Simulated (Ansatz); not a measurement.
# CH8N2O2SSi: the cost of one run

All numbers below are computed with Ansatz 0.2.0 (RKS B3LYP-D4/def2-SVP).

## (1) The system as given

Bond lengths: N1–Si2 1.666 Å, Si2–O3 1.648 Å, Si2–C4 2.038 Å, C4–N5 1.501 Å, C4–O6 1.346 Å, C4–S7 1.793 Å, N1–H8 1.074 Å, N1–H9 1.082 Å, Si2–H10 1.482 Å, O3–H11 1.006 Å, N5–H12 1.041 Å, N5–H13 1.076 Å, O6–H14 0.957 Å, S7–H15 1.337 Å. Angles (14 of 21 angles, heavy atoms first): N1–Si2–O3 100.0°, N1–Si2–C4 111.3°, O3–Si2–C4 112.4°, Si2–C4–N5 106.3°, Si2–C4–O6 115.0°, Si2–C4–S7 106.0°, N5–C4–O6 107.9°, N5–C4–S7 107.5°, O6–C4–S7 113.7°, N1–Si2–H10 109.7°, O3–Si2–H10 108.6°, C4–Si2–H10 114.0°, Si2–N1–H8 105.9°, Si2–N1–H9 105.9°.

Coordinates:

```xyz
15

N    -2.0242    0.4544    0.2206
Si   -0.4695    0.8217    0.6951
O    -0.5087    0.2776    2.2505
C     0.9035   -0.1696   -0.4387
N     0.2852   -1.4923   -0.7883
O     2.0779   -0.4114    0.1731
S     1.0620    0.7710   -1.9569
H    -2.2882    1.1884   -0.5183
H    -2.6609    0.7304    1.0505
H    -0.2866    2.2925    0.7142
H     0.3964    0.0992    2.6516
H     0.0698   -1.9491    0.1218
H    -0.6794   -1.2928   -1.2202
H     2.3866   -1.1703   -0.3221
H     1.7142   -0.2005   -2.6037
```

## (2) Relaxing end A

The input, input.yaml:

```yaml
crystal:
  periodic: [false, false, false]
  atoms:
    - { symbol: "N", position_ang: [-2.0242, 0.4544, 0.2206] }
    - { symbol: Si, position_ang: [-0.4695, 0.8217, 0.6951] }
    - { symbol: O, position_ang: [-0.5087, 0.2776, 2.2505] }
    - { symbol: C, position_ang: [0.9035, -0.1696, -0.4387] }
    - { symbol: "N", position_ang: [0.2852, -1.4923, -0.7883] }
    - { symbol: O, position_ang: [2.0779, -0.4114, 0.1731] }
    - { symbol: S, position_ang: [1.062, 0.771, -1.9569] }
    - { symbol: H, position_ang: [-2.2882, 1.1884, -0.5183] }
    - { symbol: H, position_ang: [-2.6609, 0.7304, 1.0505] }
    - { symbol: H, position_ang: [-0.2866, 2.2925, 0.7142] }
    - { symbol: H, position_ang: [0.3964, 0.0992, 2.6516] }
    - { symbol: H, position_ang: [0.0698, -1.9491, 0.1218] }
    - { symbol: H, position_ang: [-0.6794, -1.2928, -1.2202] }
    - { symbol: H, position_ang: [2.3866, -1.1703, -0.3221] }
    - { symbol: H, position_ang: [1.7142, -0.2005, -2.6037] }
basis:
  gaussian: { orbitals: def2-SVP }
hamiltonian:
  xc: b3lyp
  dispersion: d4
relax:
  f_tol: 0.015
  max_steps: 40
```

The run is started by

```console
> ansatz run input.yaml --threads 2 --pin off --max-ram 3072MiB --backend cpu --events-out ev --progress --plain --runs-dir out
```

What time and memory should one allow on 2 threads of Intel Xeon 6975P-C (Granite Rapids), shared host?

About 76 s, with a peak of 0.47 GiB.
